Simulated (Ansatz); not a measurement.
# BH₅P₂S: small, medium and large basis sets

An exercise on one series of results from a longer session: the logs are not shown, and one member is left open.

The runs use Ansatz 0.2.0, Gaussian basis; one geometry, several basis sets.

Plan: PBE0-D4/def2-SVP; ωB97M-V/def2-SVP; PBE0-D4/def2-QZVPP; ωB97M-V/def2-QZVPP; the functionals' def2-TZVPP values are taken from earlier runs.

## The relaxed structure

An earlier PBE0-D4 in a triple-zeta def2 set relaxation fixed the geometry.

SMILES `PBSP`, 9 atoms, charge 0, spin multiplicity 1.

Atoms are counted from 1 here; the program's logs count them from 0.

Bond lengths: P1–B2 1.895 Å, P1–H5 1.415 Å, P1–H6 1.416 Å, B2–S3 1.776 Å, B2–H7 1.193 Å, S3–P4 2.133 Å, P4–H8 1.421 Å, P4–H9 1.421 Å. Angles: B2–P1–H5 97.9°, B2–P1–H6 100.9°, H5–P1–H6 97.2°, P1–B2–S3 120.1°, P1–B2–H7 119.3°, S3–B2–H7 120.3°, B2–S3–P4 101.9°, S3–P4–H8 95.7°, S3–P4–H9 96.3°, H8–P4–H9 92.1°.

Geometry (Å):

```
P     0.49650    2.42890    0.32467
B     0.36892    0.63578   -0.27598
S    -0.40370   -0.59370    0.74670
P     0.03483   -2.39007   -0.31659
H     0.09284    3.06367   -0.87436
H    -0.72915    2.56514    1.01969
H     0.91339    0.31963   -1.28916
H    -1.24963   -2.97373   -0.14586
H     0.56459   -3.10203    0.79380
```

The first run:

The input, in.yaml:

```yaml
crystal:
  periodic: [false, false, false]
  atoms:
    - {symbol: P, position_ang: [0.496505, 2.428904, 0.324666]}
    - {symbol: B, position_ang: [0.368919, 0.635783, -0.275976]}
    - {symbol: S, position_ang: [-0.403701, -0.593696, 0.746700]}
    - {symbol: P, position_ang: [0.034831, -2.390068, -0.316594]}
    - {symbol: H, position_ang: [0.092839, 3.063670, -0.874365]}
    - {symbol: H, position_ang: [-0.729145, 2.565138, 1.019692]}
    - {symbol: H, position_ang: [0.913385, 0.319627, -1.289160]}
    - {symbol: H, position_ang: [-1.249626, -2.973727, -0.145862]}
    - {symbol: H, position_ang: [0.564593, -3.102032, 0.793798]}
basis:
  gaussian: {orbitals: def2-SVP}
hamiltonian: {xc: pbe0, dispersion: d4}
output: {orbitals: {seedname: orbitals}}
```

The run is started by

```console
$ ansatz run in.yaml --threads 2 --pin off --events-out ev --progress --plain --max-ram 4352MiB
```

Steps of the session up to this table: PBE0-D4 in def2-SVP; ωB97M-V in def2-SVP; PBE0-D4 in def2-QZVPP; ωB97M-V in def2-QZVPP.

One of the session's tables, all rows but one given; the rest of the session is left out.

It belongs to the step «Density functionals: the series». 

```
functional       basis  HOMO (eV)
   PBE0-D4    def2-SVP          ?
   PBE0-D4  def2-TZVPP      -7.32
   PBE0-D4  def2-QZVPP      -7.34
   ωB97M-V    def2-SVP      -9.26
   ωB97M-V  def2-TZVPP      -9.38
   ωB97M-V  def2-QZVPP      -9.40
```

Estimate the missing values for PBE0-D4, def2-SVP.

**Answer.** HOMO (eV): -7.25. In the column «HOMO (eV)» it is the highest.
